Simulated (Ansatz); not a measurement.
**B3LYP/6-31G(d) (spherical functions) run of CH6BNO2 (SMILES COB(N)O)**

What is the vertical ionisation energy of CH6BNO2 at B3LYP/6-31G* (spherical functions)? 

Program for the calculation: Ansatz 0.2.0.

131 further runs of the same task are left out: 1 that didn't finish, 130 set aside as unsound or not needed.

## 1. Starting point

The species is CH6BNO2 (11 atoms), meant as a singlet with charge 0. As SMILES, `COB(N)O`. The coordinates come from a PBE0-D4/def2-TZVP relaxation. This is one conformer, not always the lowest.

Bond lengths: C1–O2 1.404 Å, O2–B3 1.375 Å, B3–N4 1.409 Å, B3–O5 1.372 Å, C1–H6 1.096 Å, C1–H7 1.091 Å, C1–H8 1.096 Å, N4–H9 1.002 Å, N4–H10 1.003 Å, O5–H11 0.959 Å. Some angles: C1–O2–B3 120.9°, O2–B3–N4 123.5°, O2–B3–O5 117.8°, N4–B3–O5 118.7°, O2–C1–H6 111.6°, O2–C1–H7 108.2°, O2–C1–H8 111.6°, B3–N4–H9 124.4°, B3–N4–H10 121.1°, B3–O5–H11 111.1°.

## 2. The energy at B3LYP/6-31G(d) (spherical functions)

The input, job.yaml:

```yaml
crystal:
  periodic: [false, false, false]
  atoms:
    - {symbol: C, position_ang: [0.713500, 0.851600, 1.129700]}
    - {symbol: O, position_ang: [-0.446700, 0.102500, 0.878500]}
    - {symbol: B, position_ang: [-0.644000, -0.506700, -0.338400]}
    - {symbol: "N", position_ang: [0.275800, -0.431900, -1.403700]}
    - {symbol: O, position_ang: [-1.801000, -1.223100, -0.514800]}
    - {symbol: H, position_ang: [0.801300, 1.701800, 0.443100]}
    - {symbol: H, position_ang: [0.654400, 1.238600, 2.147600]}
    - {symbol: H, position_ang: [1.616900, 0.236000, 1.047600]}
    - {symbol: H, position_ang: [1.144100, 0.066300, -1.366900]}
    - {symbol: H, position_ang: [0.095200, -0.890900, -2.277500]}
    - {symbol: H, position_ang: [-2.344100, -1.201100, 0.275400]}
basis:
  gaussian:
    orbitals: 6-31G_st_-spherical.json
total_charge: 0
hamiltonian:
  xc: {name: B3LYP}
accuracy: high
output:
  orbitals: {seedname: orbitals}
```

The basis set 6-31G* is read from a file made from the Basis Set Exchange's data (not shown).

Launch:

```
$ ansatz run job.yaml --threads 1 --pin off --max-ram 3480MiB --events-out events.jsonl --progress --plain --runs-dir runs
```

Log:

```text
Warning: RAYON_NUM_THREADS=1 ignored (pool sized by the plan → 1); use --threads N
Functional definition: B3LYP
  name "B3LYP"
  parameter a0 = 0.2
  parameter ax = 0.72
  parameter ac = 0.81
  exchange = (1 - a0 - ax)*slater_x + ax*b88_x + a0*exact_x
  correlation = (1 - ac)*vwn_rpa_c + ac*lyp_c
1994 factors; integrals over basis functions are off by at most 3.4e-9 eV
mean field evaluation 1: about -7388.1272 eV, gradient 7.4e1 eV
mean field evaluation 2: about -7381.1270 eV, gradient 9.5e1 eV
mean field evaluation 4: about -7398.3043 eV, gradient 2.6e0 eV
mean field evaluation 8: about -7398.5661 eV, gradient 2.2e-1 eV
mean field evaluation 16: about -7398.5662 eV, gradient 3.6e-5 eV
mean field -7398.56619277 eV, -271.8922926561 hartree, gradient 5.2e-8 eV, S^2 0.000000; 0 other end points of the search recorded, 0 dependent functions left out
reference -7398.56622809 eV, -271.8922939539 hartree; 20, 20 occupied and 62, 62 virtual orbitals, 1994 factors
Total energy: -7398.56622809 eV, -271.8922939539 hartree
```

Run time: 8.1 s. Hardware: 1 thread of Arm Neoverse V1, shared host; peak memory 0.27 GiB.

## 3. The doublet cation, same level

The input, in.yaml:

```yaml
crystal:
  periodic: [false, false, false]
  atoms:
    - symbol: C
      position_ang: [0.713500, 0.851600, 1.129700]
    - symbol: O
      position_ang: [-0.446700, 0.102500, 0.878500]
    - symbol: B
      position_ang: [-0.644000, -0.506700, -0.338400]
    - symbol: N
      position_ang: [0.275800, -0.431900, -1.403700]
    - symbol: O
      position_ang: [-1.801000, -1.223100, -0.514800]
    - symbol: H
      position_ang: [0.801300, 1.701800, 0.443100]
    - symbol: H
      position_ang: [0.654400, 1.238600, 2.147600]
    - symbol: H
      position_ang: [1.616900, 0.236000, 1.047600]
    - symbol: H
      position_ang: [1.144100, 0.066300, -1.366900]
    - symbol: H
      position_ang: [0.095200, -0.890900, -2.277500]
    - symbol: H
      position_ang: [-2.344100, -1.201100, 0.275400]
basis:
  gaussian: {orbitals: 6-31G_st_-spherical.json}
total_charge: 1
magnetization: {spin_polarized: true, initial_magnetization: 1}
hamiltonian: {xc: {name: B3LYP}}
accuracy: high
output: {orbitals: {seedname: orbitals}}
```

The basis set 6-31G* is read from a file made from the Basis Set Exchange's data (not shown).

Launch:

```
$ ansatz run in.yaml --threads 1 --pin off --max-ram 3480MiB --events-out events.jsonl --progress --plain --runs-dir runs
```

Log:

```text
Warning: RAYON_NUM_THREADS=1 ignored (pool sized by the plan → 1); use --threads N
Functional definition: B3LYP
  name "B3LYP"
  parameter a0 = 0.2
  parameter ax = 0.72
  parameter ac = 0.81
  exchange = (1 - a0 - ax)*slater_x + ax*b88_x + a0*exact_x
  correlation = (1 - ac)*vwn_rpa_c + ac*lyp_c
1993 factors; integrals over basis functions are off by at most 3.4e-9 eV
mean field evaluation 1: about -7374.4682 eV, gradient 6.1e1 eV
mean field evaluation 2: about -7356.5931 eV, gradient 8.9e1 eV
mean field evaluation 4: about -7388.2810 eV, gradient 9.1e0 eV
mean field evaluation 8: about -7388.7390 eV, gradient 7.5e-1 eV
mean field evaluation 16: about -7388.9901 eV, gradient 2.9e-2 eV
mean field evaluation 32: about -7388.9901 eV, gradient 5.4e-8 eV
mean field -7388.99013652 eV, -271.5403790797 hartree, gradient 5.6e-8 eV, S^2 0.759702; 5 other end points of the search recorded, 0 dependent functions left out
reference -7388.99016873 eV, -271.5403802634 hartree; 20, 19 occupied and 62, 63 virtual orbitals, 1993 factors
Total energy: -7388.99016873 eV, -271.5403802634 hartree
```

Wall time 22 s (1 thread of Arm Neoverse V1, shared host); peak memory 0.39 GiB.

## 4. What came out

At B3LYP/6-31G* (spherical functions):

| quantity | value |
| --- | --- |
| singlet CH6BNO2: total energy | -271.89229 Eh |
| singlet CH6BNO2: HOMO energy | -6.79 eV |
| singlet CH6BNO2: LUMO energy | 2.15 eV |
| singlet CH6BNO2: HOMO–LUMO gap | 8.94 eV |
| doublet cation: total energy | -271.54038 Eh |
| doublet cation: HOMO energy (highest over α and β) | -13.46 eV |
| doublet cation: LUMO energy (lowest over α and β) | -12.26 eV |
| doublet cation: ⟨S²⟩ | 0.760 |
| vertical ionisation energy (to the doublet cation) | 9.576 eV |

What this shows: The vertical ionisation energy comes to 9.58 eV (924 kJ/mol). −ε(HOMO) before ionisation, 6.79 eV, is 2.79 eV below this ionisation energy.
